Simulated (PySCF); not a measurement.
# C3H6F2Si: magnetic properties

Wanted: magnetic properties for C3H6F2Si (`F/C=C(/F)C[SiH3]`).

Programs: PySCF 2.14.0, with routines of our own; each step states its level. All values are computed. Atoms count from 0.

## 1. The system as given

12 atoms, charge 0, multiplicity 1; geometry from: GFN2-xTB.

## 2. Magnetic properties: GIAO B3LYP/pcSseg-1

What the job is given:

```
{"job": {"kind": "mag", "xc": "B3LYP", "basis": "pcSseg-1", "isotopologues": 2}, "charge": 0, "multiplicity": 1}
F     -2.241278    -0.573852     1.106068
C     -1.996470    -0.280648    -0.185275
C     -0.878384     0.339368    -0.537066
F     -0.710978     0.591586    -1.856633
C      0.248920     0.752135     0.321103
Si     1.711628    -0.485863     0.175195
H     -2.784874    -0.586882    -0.852938
H      0.584040     1.742813     0.013789
H     -0.094182     0.808282     1.352243
H      2.134214    -0.545966    -1.222338
H      2.784794     0.030328     1.024359
H      1.243769    -1.791985     0.635468
```

Method: GIAO B3LYP/pcSseg-1 magnetisability, rotational g tensor and spin-rotation constants, non-relativistic, gas phase.

Started as:

```sh
> OMP_NUM_THREADS=1 python excited_run.py task.json out
```

The driver reads the jobs from task.json and runs them one after another.

Log:

```text
coarse grid: 10776 points
cycle   1  E = -606.9467568090  dE =  5.619e-01  |g| = 6.042e-01  |ddm| = 3.040e+00
cycle   2  E = -606.8912687785  dE =  5.549e-02  |g| = 8.690e-01  |ddm| = 1.034e+00
cycle   3  E = -607.0046878464  dE = -1.134e-01  |g| = 8.765e-02  |ddm| = 6.486e-01
cycle   4  E = -607.0059145613  dE = -1.227e-03  |g| = 3.334e-02  |ddm| = 7.965e-02
cycle   5  E = -607.0061701706  dE = -2.556e-04  |g| = 7.098e-03  |ddm| = 3.022e-02
cycle   6  E = -607.0061781308  dE = -7.960e-06  |g| = 4.351e-03  |ddm| = 8.992e-03
cycle   7  E = -607.0061827593  dE = -4.628e-06  |g| = 7.932e-04  |ddm| = 4.029e-03
final grid: 100992 points
cycle   8  E = -607.0565816252  dE = -2.534e-05  |g| = 7.018e-03  |ddm| = 1.823e-02
cycle   9  E = -607.0565701755  dE =  1.145e-05  |g| = 1.106e-02  |ddm| = 1.185e-02
cycle  10  E = -607.0565902733  dE = -2.010e-05  |g| = 6.111e-04  |ddm| = 7.299e-03
cycle  11  E = -607.0565903409  dE = -6.759e-08  |g| = 1.805e-04  |ddm| = 6.219e-04
cycle  12  E = -607.0565903473  dE = -6.435e-09  |g| = 4.863e-05  |ddm| = 1.430e-04
cycle  13  E = -607.0565903478  dE = -4.686e-10  |g| = 1.112e-05  |ddm| = 4.618e-05
converged SCF energy = -607.0565903478

Magnetisability tensor (1e-30 J/T^2)
     -947.50       42.91       20.00
       42.91     -978.77        6.31
       20.00        6.31     -937.36
isotropic -954.55   principal values   -1009.39   -949.28   -904.97
isotropic susceptibility -57.484 1e-6 cm^3/mol

Inertial axes            a          b          c
rot. const./GHz      3.7546     1.8256     1.3726
chi total           -57.174    -57.118    -58.160
chi diamagnetic    -382.140   -723.991   -905.403
chi paramagnetic    324.965    666.873    847.244
quadrupole/D A        2.247     -4.870      2.623
g nuclear            0.5346     0.5567     0.5327
g electronic        -0.5732    -0.5719    -0.5463
g total             -0.0386    -0.0152    -0.0136

Spin-rotation constants (kHz, H = +C I.J)
atom  isotope        aa         bb         cc
  0    19F        2.463      1.881      0.449
  3    19F        3.596      1.749      0.763
  6     1H        0.049     -0.118     -0.067
  7     1H       -0.354     -0.127     -0.051
  8     1H       -0.350     -0.022     -0.114
  9     1H       -0.293      0.005     -0.099
 10     1H       -0.095     -0.134     -0.067
 11     1H       -0.300     -0.078     -0.039
  1    13C*       1.259      0.740      0.408
  2    13C*       1.277      0.880      0.423
  4    13C*       0.553      0.262      0.184
  5   29Si*      -2.037     -1.045     -0.773
* in the singly substituted isotopologue

Isotopologues: g along a, b, c
2H    at 6,7,8,9,10,11     -0.0353    -0.0136    -0.0126
13C   at 1                 -0.0386    -0.0150    -0.0135
```

Run time: 30 s. Hardware: 1 thread of Arm Neoverse N1, shared host; peak memory 0.72 GiB.

From this job:

```tsv
quantity	value
magnetisability	-955·10⁻³⁰ J/T²
molar susceptibility	-57.5·10⁻⁶ cm³/mol
rotational g (a, b, c)	-0.0386, -0.0152, -0.0136
```

The fields below are evaluated on a grid from the run's orbitals.

Frontier orbitals at B3LYP/pcSseg-1, with the share of their density that lies nearest to each atom:

```tsv
orbital	energy (eV)	lies on
HOMO	-6.77	C1 33 %; C2 26 %; F0 12 %
LUMO	0.11	C1, C2 about 24 % each; Si5 9 %; H6, H10 about 7 % each
```

ELF in a plane through or near 4 of the atoms.

Values, 10 rows by 14 columns:
```
0.00 0.00 0.00 0.00 0.00 0.00 0.00 0.00 0.00 0.00 0.00 0.00 0.00 0.00
0.00 0.00 0.00 0.00 0.00 0.00 0.00 0.00 0.01 0.00 0.00 0.00 0.00 0.00
0.00 0.00 0.00 0.01 0.09 0.02 0.01 0.55 0.76 0.47 0.00 0.00 0.00 0.00
0.00 0.00 0.00 0.13 0.64 0.17 0.01 0.69 0.26 0.57 0.00 0.01 0.00 0.00
0.00 0.00 0.10 0.32 0.34 0.36 0.58 0.64 0.46 0.60 0.67 0.62 0.01 0.00
0.00 0.08 0.95 1.00 0.30 0.23 0.90 0.56 0.55 0.25 0.70 0.46 0.01 0.00
0.00 0.02 0.90 0.99 0.75 0.22 0.14 0.03 0.15 0.70 0.73 0.11 0.00 0.00
0.00 0.00 0.04 0.16 0.06 0.04 0.01 0.00 0.34 0.80 0.71 0.18 0.00 0.00
0.00 0.00 0.00 0.00 0.00 0.00 0.00 0.00 0.01 0.07 0.03 0.00 0.00 0.00
0.00 0.00 0.00 0.00 0.00 0.00 0.00 0.00 0.00 0.00 0.00 0.00 0.00 0.00
```
The map spans 11.0 Å across and 8.9 Å up, centred on the molecule. Atoms in the plane (x, y in Å): F0 (2.1, -1.5), C1 (2.0, -0.2), C2 (0.9, 0.5), F3 (1.0, 1.8).

log10 of the density (e/Å³) in the same plane.

Ten even steps from ' ' (-4.0) to '@' (1.4):
```
                                                        
                                                        
                            ::::::::..                  
            ..............--==++++++==::..              
          ..::::::::::::--==**####**++==::..            
        ..::::------------++##%%@@%%**==--::..          
      ....::--============++##%%@@%%**++----::..        
    ....::--====++++++++++++**##%%##**++====--::..      
    ..::--==++++************####@@####****++==--::..    
  ..::--==++******##############%%%%######**++==::..    
  ..::--==**######%%######******####%%%%##**++--::..    
  ..::--==**######**********++++****####**++==--::..    
  ..::--==++******++++++++++====++##%%%%##**==::..      
    ..::--==================--==++##@@@@##**==::        
    ....::--------------------==++**####**++==::        
        ..::::::::::::::::....--==++++++++==--..        
            ..............    ..::--====--::..          
                                                        
                                                        
                                                        
```
The map spans 11.0 Å across and 8.9 Å up, centred on the molecule. Atoms in the plane (x, y in Å): F0 (2.1, -1.5), C1 (2.0, -0.2), C2 (0.9, 0.5), F3 (1.0, 1.8).

On the surface of density 0.002 e/bohr³ the electrostatic potential runs, from the 1st to the 99th percentile, from -0.70 V near F0 to 1.20 V near H10.

## 3. Magnetic properties: GIAO KT3/MINI

Settings changed since step 2:

```diff
@@ -1,2 +1,2 @@
-{"job": {"kind": "mag", "xc": "B3LYP", "basis": "pcSseg-1", "isotopologues": 2}, "charge": 0, "multiplicity": 1}
+{"job": {"kind": "mag", "xc": "KT3", "basis": "MINI", "scf": {"conv": 1e-11}}, "charge": 0, "multiplicity": 1}
 F     -2.241278    -0.573852     1.106068
```

Method: GIAO KT3/MINI magnetisability, rotational g tensor and spin-rotation constants, non-relativistic, gas phase.

Log:

```text
final grid: 100992 points
cycle   1  E = -609.5603175659  dE =  5.727e-01  |g| = 4.353e-01  |ddm| = 5.095e+00
cycle   2  E = -609.4386687295  dE =  1.216e-01  |g| = 7.843e-01  |ddm| = 2.026e+00
cycle   3  E = -609.6340492493  dE = -1.954e-01  |g| = 7.793e-02  |ddm| = 1.221e+00
cycle   4  E = -609.6356464441  dE = -1.597e-03  |g| = 4.696e-02  |ddm| = 2.422e-01
cycle   5  E = -609.6364244861  dE = -7.780e-04  |g| = 1.888e-02  |ddm| = 1.265e-01
cycle   6  E = -609.6365634735  dE = -1.390e-04  |g| = 2.704e-03  |ddm| = 4.018e-02
cycle   7  E = -609.6365664562  dE = -2.983e-06  |g| = 4.116e-04  |ddm| = 6.351e-03
cycle   8  E = -609.6365665128  dE = -5.653e-08  |g| = 1.232e-04  |ddm| = 9.093e-04
cycle   9  E = -609.6365665190  dE = -6.255e-09  |g| = 1.033e-05  |ddm| = 2.689e-04
cycle  10  E = -609.6365665191  dE = -5.844e-11  |g| = 2.548e-06  |ddm| = 3.914e-05
cycle  11  E = -609.6365665191  dE = -4.320e-12  |g| = 2.282e-07  |ddm| = 8.456e-06
converged SCF energy = -609.6365665191

Magnetisability tensor (1e-30 J/T^2)
    -1171.55       36.19       -7.03
       36.19    -1161.89      -14.68
       -7.03      -14.68    -1088.94
isotropic -1140.79   principal values   -1203.40  -1135.46  -1083.52
isotropic susceptibility -68.700 1e-6 cm^3/mol

Inertial axes            a          b          c
rot. const./GHz      3.7546     1.8256     1.3726
chi total           -70.588    -65.663    -69.849
chi diamagnetic    -392.617   -736.453   -916.325
chi paramagnetic    322.029    670.791    846.475
quadrupole/D A        0.872     -2.874      2.002
g nuclear            0.5346     0.5567     0.5327
g electronic        -0.5680    -0.5753    -0.5458
g total             -0.0334    -0.0186    -0.0131

Spin-rotation constants (kHz, H = +C I.J)
atom  isotope        aa         bb         cc
  0    19F        2.583      3.488      0.051
  3    19F        3.341      3.161      0.420
  6     1H       -0.059     -0.140     -0.097
  7     1H       -0.428     -0.148     -0.073
  8     1H       -0.425     -0.050     -0.140
  9     1H       -0.417     -0.029     -0.137
 10     1H       -0.193     -0.179     -0.101
 11     1H       -0.415     -0.118     -0.073
  1    13C*       0.930      0.453      0.239
  2    13C*       0.919      0.500      0.241
  4    13C*       0.322      0.148      0.088
  5   29Si*      -0.688     -0.397     -0.295
* in the singly substituted isotopologue
```

It took 9.2 s on 1 thread of Arm Neoverse N1, shared host; peak memory 0.45 GiB.

In short:

```tsv
quantity	value
magnetisability	-1141·10⁻³⁰ J/T²
molar susceptibility	-68.7·10⁻⁶ cm³/mol
rotational g (a, b, c)	-0.0334, -0.0186, -0.0131
```

## 4. Magnetic properties: GIAO HSE06/6-31++G**

Settings changed since step 3:

```diff
@@ -1,2 +1,2 @@
-{"job": {"kind": "mag", "xc": "KT3", "basis": "MINI", "scf": {"conv": 1e-11}}, "charge": 0, "multiplicity": 1}
+{"job": {"kind": "mag", "xc": "HSE06", "basis": "6-31++G**", "scf": {"guess": "atom"}}, "charge": 0, "multiplicity": 1}
 F     -2.241278    -0.573852     1.106068
```

Level: GIAO HSE06/6-31++G** magnetisability, rotational g tensor and spin-rotation constants, non-relativistic, gas phase.

Log:

```text
final grid: 100992 points
cycle   1  E = -606.4131192235  dE =  1.251e+00  |g| = 9.482e-01  |ddm| = 4.292e+00
cycle   2  E = -606.2908569292  dE =  1.223e-01  |g| = 1.103e+00  |ddm| = 4.020e+00
cycle   3  E = -606.6389025048  dE = -3.480e-01  |g| = 2.140e-01  |ddm| = 3.588e+00
cycle   4  E = -606.6485912893  dE = -9.689e-03  |g| = 9.381e-02  |ddm| = 4.170e-01
cycle   5  E = -606.6506626376  dE = -2.071e-03  |g| = 2.310e-02  |ddm| = 1.532e-01
cycle   6  E = -606.6507727991  dE = -1.102e-04  |g| = 8.914e-03  |ddm| = 4.544e-02
cycle   7  E = -606.6507858275  dE = -1.303e-05  |g| = 1.421e-03  |ddm| = 1.308e-02
cycle   8  E = -606.6507862278  dE = -4.003e-07  |g| = 3.606e-04  |ddm| = 2.315e-03
cycle   9  E = -606.6507862577  dE = -2.989e-08  |g| = 8.677e-05  |ddm| = 7.214e-04
cycle  10  E = -606.6507862598  dE = -2.076e-09  |g| = 3.029e-05  |ddm| = 2.138e-04
cycle  11  E = -606.6507862599  dE = -1.576e-10  |g| = 9.855e-06  |ddm| = 4.667e-05
converged SCF energy = -606.6507862599

Magnetisability tensor (1e-30 J/T^2)
     -948.00       46.85       23.81
       46.85     -989.99        7.09
       23.81        7.09     -945.61
isotropic -961.20   principal values   -1021.03   -958.67   -903.90
isotropic susceptibility -57.885 1e-6 cm^3/mol

Inertial axes            a          b          c
rot. const./GHz      3.7546     1.8256     1.3726
chi total           -57.220    -57.674    -58.760
chi diamagnetic    -381.669   -723.163   -904.922
chi paramagnetic    324.449    665.488    846.162
quadrupole/D A        2.455     -5.270      2.815
g nuclear            0.5346     0.5567     0.5327
g electronic        -0.5723    -0.5708    -0.5456
g total             -0.0377    -0.0140    -0.0129

Spin-rotation constants (kHz, H = +C I.J)
atom  isotope        aa         bb         cc
  0    19F        2.057      1.688      0.338
  3    19F        3.183      1.540      0.666
  6     1H        0.052     -0.116     -0.066
  7     1H       -0.353     -0.125     -0.051
  8     1H       -0.346     -0.021     -0.111
  9     1H       -0.291      0.005     -0.099
 10     1H       -0.094     -0.133     -0.068
 11     1H       -0.297     -0.078     -0.039
  1    13C*       1.117      0.652      0.355
  2    13C*       1.132      0.772      0.371
  4    13C*       0.458      0.218      0.152
  5   29Si*      -1.830     -0.934     -0.692
* in the singly substituted isotopologue
```

Run time: 49 s. Hardware: 1 thread of Arm Neoverse N1, shared host; peak memory 0.8 GiB.

In short:

```tsv
quantity	value
magnetisability	-961·10⁻³⁰ J/T²
molar susceptibility	-57.9·10⁻⁶ cm³/mol
rotational g (a, b, c)	-0.0377, -0.0140, -0.0129
```

## 5. The levels compared

```tsv
level	ξ (10⁻³⁰ J/T²)	g(a)	g(b)	gap (eV)	functions	time
GIAO B3LYP/pcSseg-1	-955	-0.0386	-0.0152	6.88	139	30 s
GIAO KT3/MINI	-1141	-0.0334	-0.0186	4.94	40	9.2 s
GIAO HSE06/6-31++G**	-961	-0.0377	-0.0140	6.20	148	49 s
```

## 6. Summary of results

| quantity | value |
| --- | --- |
| magnetisability (step 2, GIAO B3LYP/pcSseg-1) | -955·10⁻³⁰ J/T² |
| molar susceptibility (step 2, GIAO B3LYP/pcSseg-1) | -57.5·10⁻⁶ cm³/mol |
| rotational g (a, b, c) (step 2, GIAO B3LYP/pcSseg-1) | -0.0386, -0.0152, -0.0136 |
| surface potential, 1st and 99th percentile | -0.70 V and 1.20 V |
| magnetisability over the levels | -961 to -955·10⁻³⁰ J/T² |

**Reading.** GIAO KT3/MINI has a minimal basis, so it is left out of the spread where two other levels stand. The magnetisability spreads by 0.7 % over 2 levels, from GIAO HSE06/6-31++G** (49 s) to GIAO B3LYP/pcSseg-1 (30 s); the runs took 30 s to 49 s. Two levels can agree by chance, so this spread shows no convergence. Vibrational averaging and real surroundings are missing from these values.
